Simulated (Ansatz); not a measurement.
**C₂H₈OSn: up Jacob's ladder to CCSD(T)**

One table from this session's results is given with a row withheld; the runs are named, their logs left out.

The runs use Ansatz 0.2.0, Gaussian basis; functionals in def2-TZVPP, the program's frozen cores in correlated methods.

Plan: PBE-D4, r2SCAN-D4, PBE0-D4, B3LYP-D4, ωB97X-V, ωB97M-V, B2PLYP; CCSD(T)/def2-TZVPP; MP2/def2-QZVPP; extrapolation to the limit.

## Structure used throughout

All runs share one geometry, relaxed beforehand with PBE0-D4 in a triple-zeta def2 set. Sn takes the def2 core potential; no spin-orbit term is included.

SMILES `OC[CH2][SnH3]`, 12 atoms, charge 0, spin multiplicity 1.

Atoms are counted from 1 here; the program's logs count them from 0.

Bond lengths: O1–C2 1.417 Å, O1–H5 0.961 Å, C2–C3 1.507 Å, C2–H6 1.100 Å, C2–H7 1.100 Å, C3–Sn4 2.148 Å, C3–H8 1.093 Å, C3–H9 1.093 Å, Sn4–H10 1.710 Å, Sn4–H11 1.707 Å, Sn4–H12 1.710 Å. Angles: C2–O1–H5 108.6°, O1–C2–C3 108.3°, O1–C2–H6 110.4°, O1–C2–H7 110.4°, C3–C2–H6 110.2°, C3–C2–H7 110.2°, H6–C2–H7 107.4°, C2–C3–Sn4 112.9°, C2–C3–H8 110.1°, C2–C3–H9 110.1°, Sn4–C3–H8 108.0°, Sn4–C3–H9 108.0°, H8–C3–H9 107.6°, C3–Sn4–H10 110.0°, C3–Sn4–H11 109.8°, C3–Sn4–H12 110.0°, H10–Sn4–H11 109.2°, H10–Sn4–H12 108.7° and more.

As a file:

```xyz
12

O    -2.1854    0.7192    0.7784
C    -0.8935    0.7693    0.1986
C    -0.2838   -0.6062    0.2836
Sn    1.6909   -0.6996   -0.5569
H    -2.5792    1.5938    0.7268
H    -0.2626    1.4971    0.7292
H    -0.9559    1.0919   -0.8508
H    -0.9105   -1.3280   -0.2455
H    -0.2220   -0.9256    1.3266
H     2.7328    0.3704    0.2762
H     2.2989   -2.2894   -0.4265
H     1.6474   -0.2481   -2.2057
```

Set-up of the first run:

Contents of in.yaml:

```yaml
crystal:
  periodic: [false, false, false]
  atoms:
    - {symbol: O, position_ang: [-2.185434, 0.719241, 0.778385]}
    - {symbol: C, position_ang: [-0.893462, 0.769273, 0.198584]}
    - {symbol: C, position_ang: [-0.283785, -0.606180, 0.283614]}
    - {symbol: Sn, position_ang: [1.690930, -0.699581, -0.556880]}
    - {symbol: H, position_ang: [-2.579225, 1.593802, 0.726834]}
    - {symbol: H, position_ang: [-0.262627, 1.497070, 0.729208]}
    - {symbol: H, position_ang: [-0.955930, 1.091915, -0.850790]}
    - {symbol: H, position_ang: [-0.910491, -1.328016, -0.245469]}
    - {symbol: H, position_ang: [-0.221984, -0.925615, 1.326640]}
    - {symbol: H, position_ang: [2.732766, 0.370389, 0.276162]}
    - {symbol: H, position_ang: [2.298856, -2.289417, -0.426518]}
    - {symbol: H, position_ang: [1.647385, -0.248086, -2.205672]}
basis:
  gaussian: {orbitals: def2-TZVPP}
hamiltonian: {xc: pbe, dispersion: d4}
output: {forces: true, orbitals: {seedname: orbitals}}
```

Command:

```
> ansatz run in.yaml --threads 4 --pin off --events-out ev --progress --plain --max-ram 10444MiB
```

Among the steps run: PBE-D4 (GGA); r2SCAN-D4 (meta-GGA); PBE0-D4 (hybrid); B3LYP-D4 (hybrid); ωB97X-V (range-separated); ωB97M-V (range-separated); B2PLYP (double hybrid); CCSD(T) in def2-TZVPP; MP2 in def2-QZVPP.

One of the session's tables, all rows but one given; the rest of the session is left out.

| method | atoms, summed (eV) | atomisation energy (eV) |
| --- | --- | --- |
| PBE-D4 | ? | ? |
| r2SCAN-D4 | -10042.485 | 41.204 |
| PBE0-D4 | -10038.181 | 41.117 |
| B3LYP-D4 | -10045.353 | 41.140 |
| ωB97X-V | -10040.731 | 41.435 |
| ωB97M-V | -10039.073 | 41.309 |
| B2PLYP | -10033.938 | 40.694 |
| HF/def2-TZVPP | -10001.245 | 29.740 |
| MP2/def2-TZVPP | -10015.899 | 40.527 |
| CCSD/def2-TZVPP | -10017.379 | 39.947 |
| CCSD(T)/def2-TZVPP | -10017.729 | 40.487 |
| MP2/CBS | -10027.225 | 41.510 |
| CCSD(T)/CBS | -10029.056 | 41.471 |

**Question.** Estimate the row for PBE-D4.

**Answer.** atoms, summed (eV): -10036.862; atomisation energy (eV): 41.686. In the column «atoms, summed (eV)» it lies between PBE0-D4 (-10038.181) and B2PLYP (-10033.938).

Caveats from the session: Free atoms (1 O, 2 C, 1 Sn, 8 H) were run apart at each level; the atomisation energy is their sum less the molecule, without zero-point or spin-orbit terms.
